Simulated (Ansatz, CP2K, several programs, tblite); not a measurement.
Energy against volume for Ca2C built on the antifluorite prototype, at fixed shape and fractional coordinates, computed by several methods (PBE and r2SCAN, where shown, with plane waves in Ansatz); the cell shown is that of r2SCAN. The symmetry is Fm-3m (No. 225, cubic); conventional cell a = 6.257 Å, 20.42 Å³ an atom. C is surrounded by 8 Ca at 2.71 Å; Ca is surrounded by 4 C at 2.71 Å. The calculation is spin-unpolarised, and the structure need not be a phase that has been made. Energies count from each curve's lowest point; fits are third-order Birch-Murnaghan.

```
C Ca
1.0
     0.00000    3.12858    3.12858
     3.12858    0.00000    3.12858
     3.12858    3.12858    0.00000
C Ca
1 2
Direct
  0.00000 0.00000 0.00000
  0.25000 0.25000 0.25000
  0.75000 0.75000 0.75000
```

Q: PBE/DZVP (CP2K), on the shape of the cell shown, gives
```tsv
V (Å³/atom)	E (meV/atom)
17.965	86.32
19.190	25.21
20.415	0.00
21.640	1.90
22.865	24.31
```
What equilibrium volume and bulk modulus follow?

A: V₀ = 20.92 Å³ an atom and B₀ = 54 GPa.

Q: GFN1-xTB (tblite), on the shape of the cell shown, as a cluster of 96 atoms at the zone centre, gives
```tsv
V (Å³/atom)	E (meV/atom)
17.965	153.95
19.190	59.23
20.415	13.05
21.640	0.00
22.865	9.80
```
What equilibrium volume and bulk modulus follow?

A: V₀ = 21.65 Å³ an atom and B₀ = 52 GPa.

light PBE (260 eV and a coarse mesh), on the shape of the cell shown:

| V (Å³/atom) | E (meV/atom) |
| --- | --- |
| 18.782 | 29.48 |
| 19.598 | 9.92 |
| 20.415 | 0.00 |
| 21.232 | 3.13 |
| 22.048 | 18.38 |
| 22.865 | 42.27 |

The points scatter about the fit by more than 0.3 meV an atom, since at so low a cutoff the number of plane waves jumps with the volume, so no fit is quoted.

PBE, on the shape of its own relaxed cell:
```
V (Å³/atom)  E (meV/atom)
     19.434         13.93
     20.054          3.37
     20.675          0.00
     21.295          2.87
     21.915         11.09
```
V₀ = 20.68 Å³ an atom and B₀ = 53 GPa.

Q: r2SCAN, on the shape of its own relaxed cell, gives
```csv
V (Å³/atom),E (meV/atom)
19.190,14.48
19.803,3.41
20.415,0.00
21.028,3.21
21.640,12.13
```
What equilibrium volume and bulk modulus follow?

A: V₀ = 20.41 Å³ an atom and B₀ = 58 GPa.
